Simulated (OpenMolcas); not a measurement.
# Hf²⁺ among point charges: CASSCF levels and susceptibility

Aim: the splitting of the states of Hf²⁺ in the field of 5 point charges, its lowest levels with spin-orbit coupling and its magnetic susceptibility.

Program: OpenMolcas 26.06. Level of theory: state-averaged CASSCF, spin-orbit coupling by RASSI with atomic mean-field integrals. These are calculated values, not measurements, unless marked.

1 further run of the same task is left out (it didn't finish).

## Step 1: What is computed

| Item | Value |
| --- | --- |
| Species | Hf²⁺ (hafnium, Z = 72, 70 electrons) |
| Basis | ANO-RCC-VDZP [7s6p4d2f1g], 68 functions |
| Scalar Hamiltonian | DKH2, point nucleus |
| Inactive shells | 1s 2s 2p 3s 3p 3d 4s 4p 4d 4f 5s 5p |
| Active space | 2 electrons in 5 orbitals (5d) |
| Some configurations of this space | 5d2 |
| Orbitals | optimised for each spin and parity, averaged over all roots |

Outer shells as boxes (Hund's rule):

5d2
```
5d [↑ ][↑ ][  ][  ][  ]
```

The ion sits among 5 point charges of -2 e arranged as a trigonal bipyramid (D3h), 2.14 Å from the ion, with the axial distance 2.568 Å. The active orbitals were held to one l.

The work runs as a chain of OpenMolcas steps in one folder; each step below is one input file. Labels, J, g values, rates, χT and fits are worked out afterwards by a script from the matrices that RASSI stores.

## Step 2: Basis and integrals

Input file a.inp:

```
&GATEWAY
Coord
1

Hf 0.0 0.0 0.0
Basis=ANO-RCC-VDZP
Group=NoSym
NoMove
AngMom=0.0 0.0 0.0
AMFI
XField
5 Angstrom 0
2.140000 0.000000 0.000000 -2.000000
-1.070000 1.853294 0.000000 -2.000000
-1.070000 -1.853294 0.000000 -2.000000
0.000000 0.000000 2.568000 -2.000000
0.000000 0.000000 -2.568000 -2.000000
&SEWARD
```

The run is started by

```console
OMP_NUM_THREADS=1 MOLCAS_MEM=1689 MOLCAS_PROJECT=a pymolcas a.inp > a.log
```

## Step 3: Reference wave functions, triplets, 10 roots

Input file a.inp:

```
&RASSCF
FileOrb=start.orb
Symmetry=1
Spin=3
nActEl=2 0 0
Inactive=34
Ras2=5
CIRoot=10 10 1
SDav=10
CIMx=300
Iter=120 100
PrWF=0.3
OrbListing=Nothing
MaxOrb=0
SupSym
1
20 10 11 12 13 14 19 20 21 22 23 35 36 37 38 39 48 49 50 51 52
>>> COPY $Project.JobIph JOB001
```

start.orb holds the contracted functions of the basis, ordered by shell, or the orbitals of the step before.

## Step 4: CASSCF: singlets, 15 roots

Input file a.inp:

```
&RASSCF
FileOrb=start.orb
Symmetry=1
Spin=1
nActEl=2 0 0
Inactive=34
Ras2=5
CIRoot=15 15 1
SDav=15
CIMx=300
Iter=120 100
PrWF=0.3
OrbListing=Nothing
MaxOrb=0
SupSym
1
20 10 11 12 13 14 19 20 21 22 23 35 36 37 38 39 48 49 50 51 52
>>> COPY $Project.JobIph JOB002
```

## Step 5: State interaction with spin-orbit coupling

Input file a.inp:

```
&RASSI
NrOfJobIphs=2 10 15
1 2 3 4 5 6 7 8 9 10
1 2 3 4 5 6 7 8 9 10 11 12 13 14 15
IphNames
JOB001
JOB002
EJob
SpinOrbit
DIPRint=1.0
SOCoupling=1000.0
Subsets=2
Property=9
'ANGMOM' 1 'ANGMOM' 2 'ANGMOM' 3 'MLTPL  1' 1 'MLTPL  1' 2 'MLTPL  1' 3
'AMFI' 1 'AMFI' 2 'AMFI' 3
SOProperty=3
'ANGMOM' 1 'ANGMOM' 2 'ANGMOM' 3
```

What does the calculation give? Wanted: spin-free ground state; first state of the same spin within the active space; lowest level; next level.

**Answer**, as computed:

| quantity | value |
| --- | --- |
| method | CASSCF |
| spin-free ground state | 3A2, 1-fold in its orbital part |
| first state of the same spin within the active space | triplet at 12600 cm⁻¹ |
| lowest level | 1-fold A1 |
| next level | 211.0 cm⁻¹ |
| χT at 300 K | 0.62 cm³ K/mol |
| effective moment at 300 K | 2.23 μB |

**Reading.** The spin-free ground state (3A2) comes to 87 % from free-ion F terms and keeps the highest spin of the shell. χT at 300 K is 0.62, against 1.00 cm³ K/mol for the spin alone, so spin-orbit coupling lowers it. The field of point charges can differ much from that of real complexes. This is an electrostatic model: the charges have no orbitals.
